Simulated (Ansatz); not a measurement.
**GeClF (SMILES [F][Ge][Cl]): single points off equilibrium**

One table from this session's results is given with a row withheld; the runs are named, their logs left out.

The runs use Ansatz 0.2.0, Gaussian basis; single points in def2-TZVPP.

Correlated methods freeze the cores. Filled d shells of the heavier atoms are correlated.

**Where the work starts**

3 atoms, charge 0, spin multiplicity 1.

Atoms are counted from 1 here; the program's logs count them from 0.

Bond lengths: F1–Ge2 1.846 Å, Ge2–Cl3 2.119 Å. Angles: F1–Ge2–Cl3 97.4°.

As a file:

```
F     0.1270    1.4608    0.2111
Ge   -0.7728   -0.0155   -0.4366
Cl    0.6321   -1.4801    0.1726
```

The first run:

File run/in.yaml:

```yaml
crystal:
  periodic: [false, false, false]
  atoms:
    - {symbol: F, position_ang: [0.127000, 1.460800, 0.211100]}
    - {symbol: Ge, position_ang: [-0.772800, -0.015500, -0.436600]}
    - {symbol: Cl, position_ang: [0.632100, -1.480100, 0.172600]}
basis:
  gaussian: {orbitals: def2-TZVPP}
correlation: {method: ccsd_t}
output: {forces: true}
```

The command line of these runs was not kept.

Steps of the session up to this table: CCSD(T)/def2-TZVPP; PBE0-D4/def2-TZVPP; wB97M-V/def2-TZVPP; r2SCAN-D4/def2-TZVPP; PBE-D4/def2-TZVPP; BHLYP-D4/def2-TZVPP; r2SCAN0-D4/def2-TZVPP.

One table of the session follows, with a row left open; its other results are not shown here.

```
    method  RMS force component (eV/Å)  angle to CCSD(T) forces (°)  dipole (D)
   CCSD(T)                       1.033                    reference        2.46
   PBE0-D4                       0.965                          2.2        2.51
   wB97M-V                       0.962                          2.6        2.59
 r2SCAN-D4                       0.954                          3.3        2.35
    PBE-D4                       0.822                         21.3        2.32
  BHLYP-D4                           ?                            ?           ?
r2SCAN0-D4                       1.084                          5.5        2.53
```

**Question.** Estimate the row for BHLYP-D4.

As computed: RMS force component (eV/Å): 1.089; angle to CCSD(T) forces (°): 1.2; dipole (D): 2.74. In the column «RMS force component (eV/Å)» it is the highest.
